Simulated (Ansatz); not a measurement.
# C4H11BS: the cost of one run

Method: RKS PBE0-D4/6-31G*, in Ansatz 0.2.0.

**1. The structure to begin with**

Bond lengths (14 of 16 bonds, heavy atoms first): C1–B2 1.613 Å, B2–S3 1.888 Å, S3–C4 1.733 Å, C4–C5 1.547 Å, C5–C6 1.533 Å, C1–H7 1.120 Å, C1–H8 1.066 Å, C1–H9 1.150 Å, B2–H10 1.167 Å, C4–H11 1.168 Å, C4–H12 1.083 Å, C5–H13 1.163 Å, C5–H14 1.118 Å, C6–H15 1.093 Å. Angles (14 of 28 angles, heavy atoms first): C1–B2–S3 121.0°, B2–S3–C4 95.0°, S3–C4–C5 113.1°, C4–C5–C6 113.8°, C1–B2–H10 119.8°, S3–B2–H10 119.2°, B2–C1–H7 105.5°, B2–C1–H8 109.2°, B2–C1–H9 106.2°, S3–C4–H11 111.0°, S3–C4–H12 113.1°, C5–C4–H11 103.9°, C5–C4–H12 107.0°, C4–C5–H13 112.3°.

Structure file:

```xyz
17

C     1.3748   -2.5322   -0.9868
B     1.7882   -0.9745   -1.0622
S     1.3163    0.2231    0.3185
C    -0.1637    0.7360   -0.4238
C    -0.9629    1.7355    0.4455
C    -1.5049    1.1289    1.7452
H     0.7049   -2.7066   -1.8672
H     2.2557   -3.1307   -1.0303
H     0.7618   -2.6553   -0.0216
H     2.4091   -0.5818   -1.9684
H    -0.8955   -0.1637   -0.5617
H    -0.0143    1.2037   -1.3894
H    -1.8684    2.1913   -0.1244
H    -0.3049    2.5914    0.7352
H    -2.0602    1.8633    2.3333
H    -2.1928    0.3145    1.5246
H    -0.6624    0.7567    2.3738
```

**2. Relaxing end A**

input.yaml reads:

```yaml
crystal:
  periodic: [false, false, false]
  atoms:
    - { symbol: C, position_ang: [1.3748, -2.5322, -0.9868] }
    - { symbol: B, position_ang: [1.7882, -0.9745, -1.0622] }
    - { symbol: S, position_ang: [1.3163, 0.2231, 0.3185] }
    - { symbol: C, position_ang: [-0.1637, 0.736, -0.4238] }
    - { symbol: C, position_ang: [-0.9629, 1.7355, 0.4455] }
    - { symbol: C, position_ang: [-1.5049, 1.1289, 1.7452] }
    - { symbol: H, position_ang: [0.7049, -2.7066, -1.8672] }
    - { symbol: H, position_ang: [2.2557, -3.1307, -1.0303] }
    - { symbol: H, position_ang: [0.7618, -2.6553, -0.0216] }
    - { symbol: H, position_ang: [2.4091, -0.5818, -1.9684] }
    - { symbol: H, position_ang: [-0.8955, -0.1637, -0.5617] }
    - { symbol: H, position_ang: [-0.0143, 1.2037, -1.3894] }
    - { symbol: H, position_ang: [-1.8684, 2.1913, -0.1244] }
    - { symbol: H, position_ang: [-0.3049, 2.5914, 0.7352] }
    - { symbol: H, position_ang: [-2.0602, 1.8633, 2.3333] }
    - { symbol: H, position_ang: [-2.1928, 0.3145, 1.5246] }
    - { symbol: H, position_ang: [-0.6624, 0.7567, 2.3738] }
basis:
  gaussian: { orbitals: "6-31G*" }
hamiltonian:
  xc: pbe0
  dispersion: d4
relax:
  f_tol: 0.015
  max_steps: 40
output:
  orbitals: {}
```

Command:

```
ansatz run input.yaml --threads 2 --pin off --max-ram 3072MiB --backend cpu --events-out ev --progress --plain --runs-dir out
```

What time and memory should one allow on 2 threads of Intel Xeon Platinum 8259CL at 2.50GHz (Skylake/Cascade Lake), shared host?

About 3.1 min, with a peak of 0.33 GiB.
